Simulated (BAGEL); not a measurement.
# CH5ClNSi (SMILES C[N][SiH2]Cl) at UHF/6-31G(d) (density fitting with qzvpp-jkfit, spherical functions)

What is the vertical ionisation energy of CH5ClNSi at UHF/6-31G* (density fitting with qzvpp-jkfit, spherical functions)? 

Program for the calculation: BAGEL 1.2.2.

31 further runs of the same task are left out: 31 set aside as unsound or not needed.

## (1) The molecule

CH5ClNSi has 9 atoms, charge 0, and is taken as a doublet. As SMILES, `C[N][SiH2]Cl`. The coordinates come from a PBE0-D4/def2-TZVP relaxation. This is one conformer, not always the lowest.

Bond lengths: C1–N2 1.421 Å, N2–Si3 1.730 Å, Si3–Cl4 2.044 Å, C1–H5 1.100 Å, C1–H6 1.103 Å, C1–H7 1.095 Å, Si3–H8 1.485 Å, Si3–H9 1.486 Å. Some angles: C1–N2–Si3 121.0°, N2–Si3–Cl4 109.2°, N2–C1–H5 115.6°, N2–C1–H6 107.9°, N2–C1–H7 110.9°, N2–Si3–H8 109.2°, N2–Si3–H9 111.6°, Cl4–Si3–H8 108.1°, Cl4–Si3–H9 107.8°, H5–C1–H6 106.4°.

## (2) A single-point energy at UHF/6-31G(d) (density fitting with qzvpp-jkfit, spherical functions)

The input, input.json:

```json
{ "bagel" : [

{
  "title" : "molecule",
  "basis" : "6-31gs.json",
  "df_basis" : "qzvpp-jkfit",
  "angstrom" : "true",
  "geometry" : [
    { "atom" : "C", "xyz" : [       0.493800,       1.341500,       0.140500 ] },
    { "atom" : "N", "xyz" : [       0.628800,      -0.021000,       0.521800 ] },
    { "atom" : "Si", "xyz" : [      -0.415600,      -1.237400,      -0.129200 ] },
    { "atom" : "Cl", "xyz" : [       0.319500,      -3.082500,       0.354500 ] },
    { "atom" : "H", "xyz" : [       0.134300,       1.514200,      -0.884300 ] },
    { "atom" : "H", "xyz" : [      -0.244700,       1.810000,       0.812700 ] },
    { "atom" : "H", "xyz" : [       1.430900,       1.885400,       0.295300 ] },
    { "atom" : "H", "xyz" : [      -1.762400,      -1.101400,       0.482200 ] },
    { "atom" : "H", "xyz" : [      -0.495900,      -1.155200,      -1.610700 ] }
  ]
},

{ "title" : "uhf", "nopen" : 1 },

{ "title" : "print", "file" : "orbitals.molden", "orbitals" : "true" }

]}
```

The basis set 6-31G* is read from a file made from the Basis Set Exchange's data (not shown).

Run with:

```console
$ BAGEL_NUM_THREADS=1 BAGEL input.json > input.out
```

The log of the run:

```text
* using 1 threads per process

  ===============================================================
  ===============================================================

  *** Geometry ***

  { "atom" : "C", "xyz" : [      0.933147,      2.535068,      0.265507 ] },
  { "atom" : "N", "xyz" : [      1.188260,     -0.039684,      0.986059 ] },
  { "atom" : "Si", "xyz" : [     -0.785370,     -2.338347,     -0.244153 ] },
  { "atom" : "Cl", "xyz" : [      0.603767,     -5.825081,      0.669908 ] },
  { "atom" : "H", "xyz" : [      0.253790,      2.861423,     -1.671085 ] },
  { "atom" : "H", "xyz" : [     -0.462416,      3.420404,      1.535780 ] },
  { "atom" : "H", "xyz" : [      2.704009,      3.562890,      0.558036 ] },
  { "atom" : "H", "xyz" : [     -3.330453,     -2.081344,      0.911226 ] },
  { "atom" : "H", "xyz" : [     -0.937115,     -2.183012,     -3.043782 ] },

  Number of auxiliary basis functions:      498

  Since a DF basis is specified, we compute 2- and 3-index integrals:
    o Being stored without compression. Storage requirement is 0.022 GB

  Number of basis functions:       74
  Number of electrons      :       49

    * METHOD: MOLECULE                             0.35

  *** Open-shell HF ***

  === Nuclear Repulsion ===
   205.3394117977

      * DIIS with orbital gradients will be used.

  === UHF iteration (6-31gs.json) ===
      0       -843.40420017          0.03747286           0.15
      1       -843.56309902          0.02291784           0.15
      2       -843.61747057          0.01280849           0.15
      3       -843.63747846          0.00193029           0.16
      4       -843.63925764          0.00056145           0.15
      5       -843.63939304          0.00016972           0.17
      6       -843.63943533          0.00004213           0.14
      7       -843.63944425          0.00001812           0.15
      8       -843.63944665          0.00001121           0.16
      9       -843.63944782          0.00000633           0.15
     10       -843.63944798          0.00000465           0.16
     11       -843.63944801          0.00000402           0.14
     12       -843.63944804          0.00000339           0.14
     13       -843.63944809          0.00000221           0.14
     14       -843.63944812          0.00000106           0.14
     15       -843.63944812          0.00000053           0.14
     16       -843.63944813          0.00000025           0.14
     17       -843.63944813          0.00000014           0.14
     18       -843.63944813          0.00000006           0.14
     19       -843.63944813          0.00000004           0.14
     20       -843.63944813          0.00000003           0.14
     21       -843.63944813          0.00000002           0.14
     22       -843.63944813          0.00000002           0.15
     23       -843.63944813          0.00000001           0.14
     24       -843.63944813          0.00000001           0.14
    * SCF iteration converged.

    * S^2 (UHF) is 0.7597

    * Permanent dipole moment:
           (    0.537933,    -1.072906,     0.464431) a.u.

    * METHOD: UHF                                  3.88

    * METHOD: PRINT                                0.01

  ===============================================================
```

It took 4.5 s on 1 thread of Intel Xeon Platinum 8259CL at 2.50GHz (Skylake/Cascade Lake), shared host; peak memory 0.11 GiB.

## (3) The singlet cation at the same level

The input, calc.json:

```json
{ "bagel": [

{
  "title": "molecule",
  "basis": "6-31gs.json",
  "df_basis": "qzvpp-jkfit",
  "angstrom": true,
  "geometry": [
    { "atom": "C", "xyz": [    0.493800,    1.341500,    0.140500 ] },
    { "atom": "N", "xyz": [    0.628800,   -0.021000,    0.521800 ] },
    { "atom": "Si", "xyz": [   -0.415600,   -1.237400,   -0.129200 ] },
    { "atom": "Cl", "xyz": [    0.319500,   -3.082500,    0.354500 ] },
    { "atom": "H", "xyz": [    0.134300,    1.514200,   -0.884300 ] },
    { "atom": "H", "xyz": [   -0.244700,    1.810000,    0.812700 ] },
    { "atom": "H", "xyz": [    1.430900,    1.885400,    0.295300 ] },
    { "atom": "H", "xyz": [   -1.762400,   -1.101400,    0.482200 ] },
    { "atom": "H", "xyz": [   -0.495900,   -1.155200,   -1.610700 ] }
  ]
},
{
  "title": "hf",
  "charge": 1
},
{
  "title": "print",
  "file": "orbitals.molden",
  "orbitals": true
}

]}
```

The basis set 6-31G* is read from a file made from the Basis Set Exchange's data (not shown).

Run with:

```console
$ BAGEL_NUM_THREADS=1 BAGEL calc.json > calc.out
```

The log of the run:

```text
* using 1 threads per process

  ===============================================================
  ===============================================================

  *** Geometry ***

  { "atom" : "C", "xyz" : [      0.933147,      2.535068,      0.265507 ] },
  { "atom" : "N", "xyz" : [      1.188260,     -0.039684,      0.986059 ] },
  { "atom" : "Si", "xyz" : [     -0.785370,     -2.338347,     -0.244153 ] },
  { "atom" : "Cl", "xyz" : [      0.603767,     -5.825081,      0.669908 ] },
  { "atom" : "H", "xyz" : [      0.253790,      2.861423,     -1.671085 ] },
  { "atom" : "H", "xyz" : [     -0.462416,      3.420404,      1.535780 ] },
  { "atom" : "H", "xyz" : [      2.704009,      3.562890,      0.558036 ] },
  { "atom" : "H", "xyz" : [     -3.330453,     -2.081344,      0.911226 ] },
  { "atom" : "H", "xyz" : [     -0.937115,     -2.183012,     -3.043782 ] },

  Number of auxiliary basis functions:      498

  Since a DF basis is specified, we compute 2- and 3-index integrals:
    o Being stored without compression. Storage requirement is 0.022 GB

  Number of basis functions:       74
  Number of electrons      :       49

    * METHOD: MOLECULE                             0.35

  *** RHF ***

  === Nuclear Repulsion ===
   205.3394117977

      * DIIS with orbital gradients will be used.

  === RHF iteration (6-31gs.json) ===
      0       -843.08653051          0.01592424           0.08
      1       -843.21763793          0.00840828           0.07
      2       -843.25242008          0.00273111           0.07
      3       -843.25964198          0.00102396           0.07
      4       -843.26083649          0.00043132           0.07
      5       -843.26106495          0.00007686           0.07
      6       -843.26107225          0.00002499           0.08
      7       -843.26107306          0.00001372           0.07
      8       -843.26107339          0.00000779           0.07
      9       -843.26107354          0.00000381           0.07
     10       -843.26107357          0.00000251           0.07
     11       -843.26107359          0.00000191           0.07
     12       -843.26107361          0.00000152           0.07
     13       -843.26107362          0.00000113           0.07
     14       -843.26107363          0.00000063           0.07
     15       -843.26107363          0.00000026           0.07
     16       -843.26107363          0.00000014           0.07
     17       -843.26107363          0.00000009           0.07
     18       -843.26107363          0.00000005           0.07
     19       -843.26107363          0.00000003           0.07
     20       -843.26107363          0.00000002           0.07
     21       -843.26107363          0.00000001           0.09
     22       -843.26107363          0.00000001           0.07
     23       -843.26107363          0.00000001           0.07
    * SCF iteration converged.

    * Permanent dipole moment:
           (    0.361088,    -3.259798,     0.308595) a.u.

    * METHOD: HF                                   1.95

    * METHOD: PRINT                                0.01

  ===============================================================
```

Wall time 2.6 s (1 thread of Intel Xeon Platinum 8259CL at 2.50GHz (Skylake/Cascade Lake), shared host); peak memory 0.11 GiB.

## (4) Summary of results

Level: UHF/6-31G* (density fitting with qzvpp-jkfit, spherical functions).

| quantity | value |
| --- | --- |
| doublet CH5ClNSi: total energy | -843.63945 Eh |
| doublet CH5ClNSi: dipole moment | 3.27 D |
| doublet CH5ClNSi: ⟨S²⟩ | 0.760 |
| singlet cation: total energy | -843.26107 Eh |
| singlet cation: HOMO energy | -16.93 eV |
| singlet cation: LUMO energy | -8.06 eV |
| singlet cation: HOMO–LUMO gap | 8.87 eV |
| vertical ionisation energy (to the singlet cation) | 10.296 eV |

What this shows: Removing an electron at fixed nuclei costs 10.30 eV (993 kJ/mol). Only the singlet of the ionised species was computed; a triplet could lie lower.
